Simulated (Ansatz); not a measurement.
Working through a single point in a Gaussian basis of CHFO2Sn, SMILES O=[C]1[O][SnH]1[F]

With the Python package of Ansatz (0.2.0).

The cells in order, each with its output:

In [1]:
```python
from pathlib import Path
import warnings

import ansatz as az

GEOMETRY = '''
O     1.53100   -0.42890    1.54700
C     0.68000   -0.57990    0.58200
O     0.10770   -1.53360   -0.45400
Sn   -0.61970    0.22220   -0.57100
F     0.22740    1.47020   -1.73710
H    -1.88440    0.78610    0.58700
'''
```

In [2]:
```python
warnings.simplefilter('ignore', az.DeckWarning)
```

In [3]:
```python
geometry = az.Crystal.molecule()
for line in GEOMETRY.strip().splitlines():
    symbol, *xyz = line.split()
    geometry = geometry.atom(symbol, [float(v) for v in xyz])
```

In [4]:
```python
model = (
    geometry.calculation()
    .basis(gaussian='def2-SVP')
    .correlation('mp2')
    .orbitals()
)
result = model.run(runs_dir='out')
data = result.report
```

In [5]:
```python
data['n_occupied'], data['n_virtual']
```
Out [5]:
```text
([19, 19], [60, 60])
```

In [6]:
```python
data['mean_field']['state']['spin_squared']
```
Out [6]:
```text
-3.197442310920451e-14
```

In [7]:
```python
for key in ('converged', 'free_energy_ev', 'reference_energy_ev', 'n_frozen', 'n_occupied', 'n_virtual'):
    print(f'{key:22s} {data[key]}')
```
```text
converged              True
free_energy_ev         -13642.769249920091
reference_energy_ev    -13620.547880374776
n_frozen               8
n_occupied             [19, 19]
n_virtual              [60, 60]
```

In [8]:
```python
parts = data['correlation']
for name in ('random_phase', 'coupled_cluster', 'perturbative'):
    if name in parts:
        print(f'{name:16s} {parts[name]["energy"]["hartree"]:12.7f} Ha')
if 'second_order' in parts:
    pair = parts['second_order']
    print(f'MP2 same spin {pair["same_spin"]["hartree"]:.7f} Ha, opposite spin {pair["opposite_spin"]["hartree"]:.7f} Ha')
```
```text
MP2 same spin -0.2255770 Ha, opposite spin -0.5910433 Ha
```

In [9]:
```python
lines = Path(data['orbitals_path']).read_text().splitlines()
field_of = lambda key: [line.split('=')[1].strip() for line in lines if line.startswith(key)]
orbitals = [(27.211386 * float(e), s, float(n)) for e, s, n in zip(field_of('Ene='), field_of('Spin='), field_of('Occup='))]
homo = max(e for e, _, n in orbitals if n > 0.5)
lumo = min(e for e, _, n in orbitals if n < 0.5)
for e, spin, n in sorted(orbitals):
    if homo - 6 < e < lumo + 5:
        print(f'{spin:6s} {e:10.3f} eV  occupation {n:.0f}')
```
```text
Alpha     -15.971 eV  occupation 2
Alpha     -14.576 eV  occupation 2
Alpha     -14.159 eV  occupation 2
Alpha     -12.977 eV  occupation 2
Alpha     -10.335 eV  occupation 2
Alpha      -0.876 eV  occupation 0
Alpha       2.146 eV  occupation 0
Alpha       3.274 eV  occupation 0
```

What to keep in mind:
- Total energies depend on the basis set; only differences at equal settings carry meaning.
- The geometry is a force-field or estimated start, not a minimum of this method, and the basis set is short of its limit.
- def2 sets replace the cores of elements past krypton by effective core potentials.
- Alpha marks a spatial orbital of a restricted run, filled by both spins.
- Levels such as HOMO and LUMO are orbital energies: in Hartree-Fock the gap is too wide and the LUMO hangs on the basis.
- S² is that of the Hartree-Fock reference.
- Timing: 2.3 s on 1 thread of Arm Neoverse V1, on a shared host, peak memory 0.22 GiB.

(Lines on the test bed's own set-up are left out of the output.)
